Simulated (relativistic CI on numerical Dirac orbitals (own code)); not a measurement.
# Pd⁵⁺ (4d5) in crystal fields: levels and magnetism

How does a crystal field split the 4d5 shell of Pd⁵⁺, and what follows for the ground state and χT? 6 fields tried.

Method: Dirac-Coulomb-Breit CI, KLI orbitals optimised for each configuration, model QED (radiative potential, 1s self-energy scaled to tabulated hydrogen-like ionisation energies), valence Slater integrals scaled by 0.85, one configuration in a parametric crystal field. Code: relativistic CI on numerical Dirac orbitals (own code) version 3.

### Step 1. The atom as given

- ion: Pd⁵⁺ (Pd VI)
- nuclear charge: 46
- electrons: 41
- open shell: 4d5
- Slater scale: 0.85
- field 1 (cm⁻¹): Td, 10Dq = -21550
- field 2 (cm⁻¹): Oh, 10Dq = 56050
- field 3 (cm⁻¹): D3d, 10Dq = 63300, Dsigma = 200, Dtau = 250
- field 4 (cm⁻¹): D4h, 10Dq = 28900, Ds = 2750, Dt = 930
- field 5 (cm⁻¹): Td, 10Dq = -7850
- field 6 (cm⁻¹): D3d, 10Dq = 42150, Dsigma = 570, Dtau = -340

Outer shells as boxes (Hund's rule):

[Kr] 4d5
```
[Kr] core
4d [↑ ][↑ ][↑ ][↑ ][↑ ]
```

### Step 2. Field 1: Td, 10Dq = -21550

The run's settings:

```ini
atom Pd  Z=46  charge=5  electrons=41
nucleus A=106  rms_radius_fm=4.5318
hamiltonian dirac-coulomb  breit=on  qed=on  c_scale=1
orbitals kli  potential=per-configuration
slater_scale 0.85
correlation none
mixing on
configurations
  [Kr] 4d5
end
crystal_field Td 10Dq=-21550
```

### Step 3. Field 2: Oh, 10Dq = 56050

The settings differ from step 2 so:

```diff
@@ -10,2 +10,2 @@
 end
-crystal_field Td 10Dq=-21550
+crystal_field Oh 10Dq=56050
```

### Step 4. Field 3: D3d, 10Dq = 63300, Dsigma = 200, Dtau = 250

The settings differ from step 3 so:

```diff
@@ -10,2 +10,2 @@
 end
-crystal_field Oh 10Dq=56050
+crystal_field D3d 10Dq=63300 Dsigma=200 Dtau=250
```

### Step 5. Field 4: D4h, 10Dq = 28900, Ds = 2750, Dt = 930

The settings differ from step 4 so:

```diff
@@ -10,2 +10,2 @@
 end
-crystal_field D3d 10Dq=63300 Dsigma=200 Dtau=250
+crystal_field D4h 10Dq=28900 Ds=2750 Dt=930
```

### Step 6. Field 5: Td, 10Dq = -7850

The settings differ from step 5 so:

```diff
@@ -10,2 +10,2 @@
 end
-crystal_field D4h 10Dq=28900 Ds=2750 Dt=930
+crystal_field Td 10Dq=-7850
```

### Step 7. Field 6: D3d, 10Dq = 42150, Dsigma = 570, Dtau = -340

The settings differ from step 6 so:

```diff
@@ -10,2 +10,2 @@
 end
-crystal_field Td 10Dq=-7850
+crystal_field D3d 10Dq=42150 Dsigma=570 Dtau=-340
```

(Steps that only read results are left out.)

Q: Predict the outcome of this session. Wanted: ground spin; most axial ground doublet.

The runs gave:

| field | ground state | degeneracy | S | J | first gap (cm⁻¹) | stabilisation (cm⁻¹) | χT at 2 K | χT at 300 K |
| --- | --- | --- | --- | --- | --- | --- | --- | --- |
| 1: Td | G8 | 4 | 2.40 | 2.62 | 4 | -480 | 3.521 | 4.110 |
| 2: Oh | G7 | 2 | 0.51 | 4.58 | 3397 | -64387 | 0.455 | 0.570 |
| 3: D3d | G4 | 2 | 0.51 | 4.56 | 2858 | -80875 | 0.484 | 0.582 |
| 4: D4h | G7 | 2 | 1.14 | 4.07 | 1487 | -3193 | 0.640 | 0.941 |
| 5: Td | G8 | 4 | 2.48 | 2.50 | 0 | -33 | 4.347 | 4.348 |
| 6: D3d | G4 | 2 | 0.53 | 4.57 | 3472 | -34989 | 0.518 | 0.622 |

χT is in cm³ K/mol; stabilisation counts from the free ion's lowest level; S and J come from the expectation values of their squares.

| quantity | value |
| --- | --- |
| ground spin (effective S from ⟨S²⟩) | 1: 2.40, 2: 0.51, 3: 0.51, 4: 1.14, 5: 2.48, 6: 0.53 |
| χT at 300 K | 0.57 to 4.35 cm³ K/mol |
| most axial ground doublet | field 3, g = 1.33, 1.33, 3.45 |

**Reading.** The ground spin ranges from 0.51 to 2.48 over these fields. The field is a set of parameters, without covalency or charge transfer.
